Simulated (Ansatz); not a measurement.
# Si: the cost of one run

Computed with Ansatz 0.2.0 (DFT LDA, scalar-relativistic, plane waves, PAW, unless a step's input says otherwise).

2 further runs of the same task are left out: 2 set aside as unsound or not needed.

### 1 The starting structure

The structure is cubic, space group Fd-3m (No. 227). The conventional cell has a = 5.444 Å, b = 5.444 Å, c = 5.444 Å, α = 90.00°, β = 90.00°, γ = 90.00°. Si (site symmetry -43m) has 4 Si at 2.36 Å as nearest neighbours.

Coordinates:

```cif
data_structure
_symmetry_space_group_name_H-M 'P 1'
_symmetry_Int_Tables_number 1
_cell_length_a 3.8493
_cell_length_b 3.8493
_cell_length_c 3.8493
_cell_angle_alpha 60.000
_cell_angle_beta 60.000
_cell_angle_gamma 60.000
_cell_volume 40.33
loop_
_atom_site_label
_atom_site_type_symbol
_atom_site_fract_x
_atom_site_fract_y
_atom_site_fract_z
_atom_site_occupancy
Si1 Si 0.75000 0.75000 0.75000 1
Si2 Si 0.50000 0.50000 0.50000 1
```

The structure comes from the Materials Project (structure only).

(A quick probe on a coarse mesh, which set the mesh and smearing, is not shown.)

### 3 The relaxation

input.yaml reads:

```yaml
crystal:
  lattice:
    - [0.0, 2.72185119, 2.72185119]
    - [2.72185119, 0.0, 2.72185119]
    - [2.72185119, 2.72185119, 0.0]
  atoms:
    - { symbol: Si, position: [0.75, 0.75, 0.75] }
    - { symbol: Si, position: [0.5, 0.5, 0.5] }
basis:
  ecutwfc: 420
kpoints:
  mp_grid: { grid: [8, 8, 8] }
hamiltonian:
  xc: lda
scf:
  occupations: { method: gaussian, width: 0.02 }
output:
  forces: true
  stress: true
  eigenvalues: true
relax:
  adjacent_minimum: "off"
  f_tol: 0.005
  max_steps: 80
  cell: { stress_tol: 0.05 }
```

Run with:

```bash
$ ansatz run input.yaml --threads 4 --pin off --max-ram 8192MiB --backend cpu --events-out ev --progress --plain --runs-dir out
```

**Question.** How long does this run take on 4 threads of Intel Xeon at 2.10GHz (Emerald Rapids), shared host, and how much memory does it need?

About 5 s, with a peak of 0.3 GiB.
